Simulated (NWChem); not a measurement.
# r2SCAN/6-311++G(2d,2p) run of BHO2 (SMILES O=BO)

What is the electronic atomisation energy of BHO2 at r2SCAN/6-311++G(2d,2p)? 

The results are computed with NWChem 7.3.0.

### Step 1. The structure to begin with

BHO2: 4 atoms, total charge 0, spin state singlet. As SMILES, `O=BO`. The coordinates come from a PBE0-D4/def2-TZVP relaxation.

Bond lengths: O1–B2 1.210 Å, B2–O3 1.322 Å, O3–H4 0.960 Å. Angles: O1–B2–O3 177.5°, B2–O3–H4 117.0°.

### Step 2. The energy at r2SCAN/6-311++G(2d,2p) (run 1)

The input, m1.nw:

```
START m1
TITLE "BHO2"
memory stack 880 mb heap 220 mb global 1100 mb
GEOMETRY units bohr noautosym nocenter noautoz
 O     -2.93871310     0.98927163     0.80974764
 B     -0.80105490     0.24944385     0.46978591
 O      1.54333933    -0.57069729     0.20522426
 H      2.19642867    -0.66801819    -1.48475782
END
BASIS spherical bse
 * library "6-311++G(2d,2p)"
END
DFT
 xc r2scan
 grid fine
 convergence energy 1e-08
 iterations 100
 mulliken
 print low
END
TASK dft
```

Run with:

```sh
$ nwchem m1.nw > m1.out
```

The log of the run:

```text
[...]
 d= 0,ls=0.0,diis     1   -175.8303180414 -2.30D+02  1.61D-02  1.08D+00     1.6
[...]
 d= 0,ls=0.0,diis     8   -175.9581769705 -9.68D-09  4.83D-06  6.99D-07     8.4
         Total DFT energy =     -175.958176970500
      One electron energy =     -347.786677740050
           Coulomb energy =      139.405653280171
    Exchange-Corr. energy =      -21.582729022987
 Nuclear repulsion energy =       54.005576512366
[...]
      Total Density - Mulliken Population Analysis
     ---------------------------------------------
    Atom       Charge   Shell Charges
 -----------   ------   -------------------------------------------------------
    1 O    8     8.35   1.09  0.91  0.95  1.03  2.02  0.82  1.47  0.05 -0.00  0.00  0.02
    2 B    5     4.48   1.13  0.85  0.53  0.63  0.71  0.41  0.00  0.01  0.02  0.09  0.10
    3 O    8     8.46   1.08  0.91  0.97  0.99  2.12  0.83  1.47  0.06  0.00  0.00  0.02
    4 H    1     0.71   0.26  0.33  0.05  0.00  0.02  0.05
[...]
```

Wall time 9 s (1 thread of Intel Xeon Platinum 8488C (Sapphire Rapids), shared host); peak memory 0.11 GiB.

### Step 3. The B atom (run 2)

The input, job.nw:

```
start job
memory 2200 mb
geometry noautosym nocenter noautoz
  B     0.000000    0.000000    0.000000
end
basis spherical bse
  * library "6-311++G(2d,2p)"
end
dft
  xc r2scan
  mult 2
  grid fine
  convergence energy 1e-08
  iterations 100
  mulliken
  noprint "final vectors analysis"
end
task dft energy
```

Run the same way, it converges to -24.63552 Eh (log not shown).

Run 3 isn't shown in full; the table further down has it.

### Step 4. The O atom (run 4)

The input, job.xyz:

```xyz
1
O r2SCAN
O      0.000000     0.000000     0.000000
```

The input, job.nw:

```
start job
title "O r2SCAN"
memory total 2200 mb
charge 0
geometry noautosym nocenter noautoz
   load format xyz job.xyz
end
basis spherical bse
   * library "6-311++G(2d,2p)"
end
dft
   xc r2scan
   mult 3
   grid fine
   convergence energy 1e-08
   iterations 100
   mulliken
   print low
end
task dft
```

Run the same way, it converges to -75.05199 Eh (log not shown).

### Step 5. Overview of the runs

```
run                     level  partner  energy (Eh)  wall time
  1    r2SCAN/6-311++G(2d,2p)     base  -175.958177        9 s
  2  U-r2SCAN/6-311++G(2d,2p)    atoms   -24.635521      1.2 s
  3  U-r2SCAN/6-311++G(2d,2p)    atoms    -0.499993     0.77 s
  4  U-r2SCAN/6-311++G(2d,2p)    atoms   -75.051994      1.1 s
```

### Step 6. Summary of results

At r2SCAN/6-311++G(2d,2p):

| quantity | value |
| --- | --- |
| O atom: total energy | -75.05199 Eh |
| O atom: ⟨S²⟩ | 2.005 |
| electronic atomisation energy | 19.556 eV |

What this shows: Taking the molecule apart into free atoms costs 19.56 eV (451 kcal/mol), before zero-point energy and without spin-orbit coupling. All runs together took 12 s, the longest 9 s.
